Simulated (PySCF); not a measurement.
# C2H8GeO (Ge(OEt)H3): the cost of one run

Computed with PySCF 2.14.0. Level: levels as typed in each script, gas phase, geometry from GFN2-xTB.

## Step 1: Where the work starts

12 atoms, charge 0, spin multiplicity 1.

Bond lengths: Ge1–O2 1.741 Å, Ge1–H10 1.486 Å, Ge1–H11 1.505 Å, Ge1–H12 1.505 Å, O2–C3 1.414 Å, C3–C4 1.520 Å, C3–H5 1.098 Å, C3–H6 1.098 Å, C4–H7 1.087 Å, C4–H8 1.087 Å, C4–H9 1.087 Å. Angles: O2–Ge1–H10 100.2°, O2–Ge1–H11 110.4°, O2–Ge1–H12 110.4°, H10–Ge1–H11 113.3°, H10–Ge1–H12 113.3°, H11–Ge1–H12 109.0°, Ge1–O2–C3 126.9°, O2–C3–C4 108.6°, O2–C3–H5 110.1°, O2–C3–H6 110.3°, C4–C3–H5 110.0°, C4–C3–H6 110.0°, H5–C3–H6 107.8°, C3–C4–H7 110.0°, C3–C4–H8 109.9°, C3–C4–H9 109.8°, H7–C4–H8 109.3°, H7–C4–H9 109.3° and more.

Coordinates:

```xyz
12

Ge   -1.20081    0.00478   -0.00247
O     0.49957    0.37833    0.01793
C     1.57168   -0.54378    0.00597
C     2.87913    0.23163   -0.00933
H     1.52752   -1.18628    0.89486
H     1.50844   -1.18955   -0.87939
H     3.72007   -0.45637    0.00175
H     2.93218    0.84982   -0.90162
H     2.93292    0.87895    0.86198
H    -1.77065    1.37648    0.03047
H    -1.57154   -0.82244    1.19929
H    -1.55450   -0.75734   -1.25148
```

## Step 2: Removing and adding an electron (B3LYP/def2-svpd)

Contents of input.py:

```python
import numpy as np
from pyscf import gto, scf, dft
from pyscf.scf import atom_ks, atom_hf
from scipy.linalg import block_diag

def solve(mol, dm0=None, hcore=None):
    mf = (dft.UKS if mol.spin else dft.RKS)(mol, xc='b3lyp')
    mf.grids.level = 3
    mf = mf.density_fit(auxbasis='def2-universal-jkfit')
    mf.conv_tol, mf.max_cycle = 1e-8, 80
    if hcore is not None:
        mf.get_hcore = lambda *args: hcore
    mf.kernel(dm0)
    if not mf.converged:
        mf = mf.newton().run(mf.mo_coeff, mf.mo_occ, max_cycle=30)
    assert mf.converged, 'SCF not converged'
    return mf

mol = gto.M(atom='''
Ge    -1.20081     0.00478    -0.00247
O      0.49957     0.37833     0.01793
C      1.57168    -0.54378     0.00597
C      2.87913     0.23163    -0.00933
H      1.52752    -1.18628     0.89486
H      1.50844    -1.18955    -0.87939
H      3.72007    -0.45637     0.00175
H      2.93218     0.84982    -0.90162
H      2.93292     0.87895     0.86198
H     -1.77065     1.37648     0.03047
H     -1.57154    -0.82244     1.19929
H     -1.55450    -0.75734    -1.25148
''', basis='def2-svpd', charge=0, spin=0, verbose=4)
mf = solve(mol)
out = dict(e0=mf.e_tot, dm0=mf.make_rdm1(), c=mf.mo_coeff, occ=mf.mo_occ, eps=mf.mo_energy)
for name, dq, spin in [('cation', 1, 1), ('anion', -1, 1)]:
    ion = mol.copy().set(charge=mol.charge + dq, spin=spin).build()
    mi = solve(ion)
    if spin and dq > 0 and mol.nao < 130:
        c, _, stable, _ = mi.stability(return_status=True)
        if not stable:
            mi = solve(ion, mi.make_rdm1(c, mi.mo_occ))
    print(name, 'vertical energy change / eV', (mi.e_tot - mf.e_tot) * 27.211386)
    out.update({'e_' + name: mi.e_tot, 'dm_' + name: mi.make_rdm1(), 's2_' + name: mi.spin_square()[0], 'eps_' + name: mi.mo_energy, 'occ_' + name: mi.mo_occ})
# spherically averaged free atoms, for the promolecule
atm = atom_ks.get_atm_nrks(mol, xc='b3lyp')
pro = block_diag(*[(atm[a[0]][2] * atm[a[0]][3]) @ atm[a[0]][2].T for a in mol._atom])
np.savez('result.npz', pro=pro, **out)
```

Command:

```console
$ OMP_NUM_THREADS=1 python input.py
```

**Question.** How long does this run take on 1 thread of Intel Xeon Platinum 8488C (Sapphire Rapids), shared host, and how much memory does it need?

About 94 s, with a peak of 0.81 GiB.
